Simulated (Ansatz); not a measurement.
# Ge7Au: the cost of one run

Program: Ansatz 0.2.0. Level of theory: DFT PBE, scalar-relativistic, plane waves, PAW. These are calculated values, not measurements.

**1. The structure to begin with**

It takes space group P-43m (No. 215, cubic). Conventional cell: a = 5.798 Å, b = 5.798 Å, c = 5.798 Å, α = 90.00°, β = 90.00°, γ = 90.00°. Ge (site symmetry 3m) is surrounded by 3 Ge at 2.51 Å and 1 Au at 2.52 Å. Ge (site symmetry -42m) has 4 Ge at 2.51 Å as nearest neighbours. Au (site symmetry -43m) has 4 Ge at 2.52 Å as nearest neighbours.

Structure file:

```cif
data_structure
_symmetry_space_group_name_H-M 'P-43m'
_symmetry_Int_Tables_number 215
_cell_length_a 5.7980
_cell_length_b 5.7980
_cell_length_c 5.7980
_cell_angle_alpha 90.000
_cell_angle_beta 90.000
_cell_angle_gamma 90.000
_cell_volume 194.91
loop_
_atom_site_label
_atom_site_type_symbol
_atom_site_symmetry_multiplicity
_atom_site_Wyckoff_symbol
_atom_site_fract_x
_atom_site_fract_y
_atom_site_fract_z
_atom_site_occupancy
Ge1 Ge 4 e 0.25102 0.25102 0.25102 1
Ge2 Ge 3 c 0.00000 0.50000 0.50000 1
Au1 Au 1 a 0.00000 0.00000 0.00000 1
```

The start is the relaxed end of an invented cell (made as: species swapped into a database cell of Si7Ge (P-43m, No. 215)), taken up again for a closer look.

**2. The guess as it stands, on a coarse mesh**

The input, input.yaml:

```yaml
crystal:
  lattice:
    - [5.7979506, 0.0, 0.0]
    - [0.0, 5.7979506, 0.0]
    - [0.0, 0.0, 5.7979506]
  atoms:
    - { symbol: Ge, position: [0.251017, 0.251017, 0.251017] }
    - { symbol: Ge, position: [0.0, 0.5, 0.5] }
    - { symbol: Ge, position: [0.5, 0.5, 0.0] }
    - { symbol: Ge, position: [0.5, 0.0, 0.5] }
    - { symbol: Ge, position: [0.748983, 0.251017, 0.748983] }
    - { symbol: Ge, position: [0.748983, 0.748983, 0.251017] }
    - { symbol: Ge, position: [0.251017, 0.748983, 0.748983] }
    - { symbol: Au, position: [0.0, 0.0, 0.0] }
basis:
  ecutwfc: 420
kpoints:
  mp_grid: { grid: [4, 4, 4] }
hamiltonian:
  xc: pbe
scf:
  occupations: { method: gaussian, width: 0.1 }
  lower_state_search: "off"
output:
  forces: true
  stress: true
  eigenvalues: true
```

Command:

```bash
> ansatz run input.yaml --threads 4 --pin off --max-ram 8192MiB --backend cpu --events-out ev --progress --plain --runs-dir out
```

**Question.** How long does this run take on 4 threads of Arm Neoverse V2, shared host, and how much memory does it need?

About 2.8 s, with a peak of 0.58 GiB.
